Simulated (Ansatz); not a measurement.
FSb, vertical and adiabatic energies of changing the electron count

Computed with Ansatz 0.2.0, Python API.

Run as a notebook:

In [1]:
```python
import itertools

import ansatz as az
from ase.data import atomic_numbers, covalent_radii
import numpy as np
```

In [2]:
```python
GEOMETRY = """
Sb    0.00000    0.00000    0.00000
F     0.00000    0.00000    1.98000
"""
```

In [3]:
```python
fsb = az.Crystal.molecule()
for line in GEOMETRY.strip().splitlines():
    symbol, *xyz = line.split()
    fsb = fsb.atom(symbol, [float(v) for v in xyz])

calculation = fsb.calculation()
calculation = calculation.basis(gaussian="def2-SVP").functional("CAM-B3LYP")
calculation = calculation.spin("collinear", total=2)
symbols = [site.symbol for site in fsb.cartesian_sites]
start = np.array([site.position_ang for site in fsb.cartesian_sites], dtype=float)
rep = calculation.relax(force_tolerance=0.01).run(threads=1, pin="off").report
end = np.array(rep["positions_ang"])
```

In [4]:
```python
minimum = az.Crystal.molecule()
for symbol, place in zip(symbols, end):
    minimum = minimum.atom(symbol, place.tolist())
ion = minimum.calculation()
ion = ion.basis(gaussian="def2-SVP").functional("CAM-B3LYP")
ion = ion.charge(1)
ion = ion.spin("collinear", total=1)
vertical = ion.run(threads=1, pin="off").report
settled = ion.relax(force_tolerance=0.01, max_steps=80).run(threads=1, pin="off").report
print(f"vertical ionisation energy   {vertical['free_energy_ev'] - rep['free_energy_ev']:.3f} eV")
print(f"adiabatic, no zero point     {settled['free_energy_ev'] - rep['free_energy_ev']:.3f} eV")
print(f"relaxation energy of the ion {vertical['free_energy_ev'] - settled['free_energy_ev']:.3f} eV")
ionised = np.array(settled["positions_ang"])
radius = [covalent_radii[atomic_numbers[s]] for s in symbols]
span = lambda where, i, j: np.linalg.norm(where[i] - where[j])
bonded = [(i, j) for i, j in itertools.combinations(range(len(symbols)), 2) if min(span(end, i, j), span(ionised, i, j)) < 1.2 * (radius[i] + radius[j])]
print("pair        before    after (A)")
for i, j in bonded:
    print(f"{symbols[i]}{i}-{symbols[j]}{j}".ljust(10), f"{span(end, i, j):8.4f} {span(ionised, i, j):8.4f}")
```
```text
vertical ionisation energy   8.836 eV
adiabatic, no zero point     8.781 eV
relaxation energy of the ion 0.055 eV
pair        before    after (A)
Sb0-F1       1.9406   1.8796
```

Notes:
- The energies are electronic: no zero-point or thermal terms, and the basis set is short of its limit. The product may relax into another structure. The relaxation finds the nearest minimum, so the adiabatic value is an upper bound.
- def2 sets replace the cores of elements past krypton by effective core potentials.
- The species is open-shell (spin multiplicity 3).
- Only the spin states typed were run; another state of an ion can lie lower, by up to an eV or two.
- The spin state was assumed, and another may lie lower.
- Wall time of the script: 10 s on 1 thread of Arm Neoverse V2, on a shared host, peak memory 0.19 GiB.

(Lines on the test bed's own set-up are left out of the output.)
